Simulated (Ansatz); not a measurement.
Crystal: YbH3.

```
Yb H
1.0
     0.00000    2.60497    2.60497
     2.60497    0.00000    2.60497
     2.60497    2.60497    0.00000
Yb H
1 3
Direct
  0.00000 0.00000 0.00000
  0.50000 0.50000 0.50000
  0.25000 0.25000 0.25000
  0.75000 0.75000 0.75000
```

The cell comes from a database or a generator and needn't be the stable form of this composition.

Base run:

* Program: Ansatz 0.2.0
* Functional: PBE
* Potentials or basis: Ansatz PAW
* Cutoff: 420 eV (not typed: the program's choice for these potentials)
* k mesh: 9 × 9 × 9
* Occupations: fermi-dirac, width 0.05 eV
* Spin: collinear spin, ferromagnetic start
* Starting moments: [1.0, 0.0, 0.0, 0.0] μB
* Hubbard terms: Yb f U = 6 eV

Its results: band gap on the k mesh none (metal or under the smearing width); pressure -2.1 GPa; net moment 0.00 μB per cell.

**Question.** The run is repeated on the same cell with these changes: hubbard terms from Yb f U = 6 eV to Yb f U = 4 eV. What comes out?

**Answer.** Band gap on the k mesh none (metal or under the smearing width); pressure -3.6 GPa; net moment 0.36 μB per cell; site moments Yb +0.36; H -0.01, +0.00 μB.

Caveats: the magnetic or orbital state may not be the lowest; spin-orbit coupling is left out, which moves the levels of the heavy elements.
